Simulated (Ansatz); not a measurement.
# KSe: harmonic frequencies at the relaxed geometry

Run with Ansatz 0.2.0, Python API.

Contents of `kse.xyz`:
```text
2

K     0.00000    0.00000    0.00000
Se    0.00000    0.00000    3.06000
```

The script, `run_freq.py`:
```python
# -*- coding: utf-8 -*-
"""Harmonic frequencies of KSe at its relaxed geometry."""

import ansatz as az
import numpy as np

kse = az.Crystal.molecule_from_extxyz("kse.xyz")

setup = (
    kse.calculation()
    .basis(gaussian="def2-SVP")
    .functional("b3lyp", dispersion="d3bj")
    .spin("collinear", total=1)
)
symbols = [site.symbol for site in kse.cartesian_sites]
start = np.array([site.position_ang for site in kse.cartesian_sites], dtype=float)
def progress(event):
    if event["event"] == "relax_step":
        row = event["data"]
        print(f"step {row['step']:3d}  E = {row['lagrangian_ev']:.6f} eV  max force {row['allowed_force_max_ev_ang']:.4f} eV/A")


report = setup.relax(force_tolerance=0.003, max_steps=100).session().plan().execute(on_event=progress).report
end = np.array(report["positions_ang"])

print("bond        before    after (A)")
for i, j in [(0, 1)]:
    d0, d1 = (np.linalg.norm(xyz[i] - xyz[j]) for xyz in (start, end))
    print(f"{symbols[i]}{i}-{symbols[j]}{j}".ljust(10), f"{d0:8.4f} {d1:8.4f}")

# same settings at the minimum
minimum = az.Crystal.molecule()
for symbol, xyz in zip(symbols, end):
    minimum = minimum.atom(symbol, xyz.tolist())
vibrating = (
    minimum.calculation()
    .basis(gaussian="def2-SVP")
    .functional("b3lyp", dispersion="d3bj")
    .spin("collinear", total=1)
    .phonons(temperatures=(298.15, 498.15, 100))
)
vib = vibrating.run(threads=1).report["vibrations"]
sums = vib["harmonic_sums"]
modes = [m["omega_inv_cm"] for m in sums["modes_at_gamma"] if m["rigid_motion"] == "no"]
print("frequencies (1/cm):", " ".join(f"{w:.0f}" for w in modes))
print("imaginary modes:", sum(w < 0 for w in modes), " zero-point energy:", round(sums["zero_point_energy_ev"], 4), "eV")
```

```console
$ python run_freq.py
step   1  E = -81665.861548 eV  max force 0.2620 eV/A
step   2  E = -81665.869477 eV  max force 0.1493 eV/A
step   3  E = -81665.872772 eV  max force 0.0245 eV/A
step   4  E = -81665.872853 eV  max force 0.0018 eV/A
bond        before    after (A)
K0-Se1       3.0600   2.9780
frequencies (1/cm): 195
imaginary modes: 0  zero-point energy: 0.0121 eV
```

Reading the output:
- Total energies depend on the basis set; only differences at equal settings carry meaning.
- The frequencies are harmonic and unscaled, in a modest basis. The result belongs to the one conformer reached from this start, and soft torsions count as harmonic oscillators.
- The species is open-shell (spin multiplicity 2).
- b3lyp holds the VWN-RPA fit, as in Gaussian; the form of ORCA and Turbomole is b3lyp5.
- The spin state was assumed, and another may lie lower.
- Finished in 37 s on 1 thread of Arm Neoverse V2, with other jobs on the host, peak memory 0.26 GiB.

(A comment or docstring line of the script was reworded after the run, the code is as it ran; lines on the test bed's own set-up are left out of the output.)
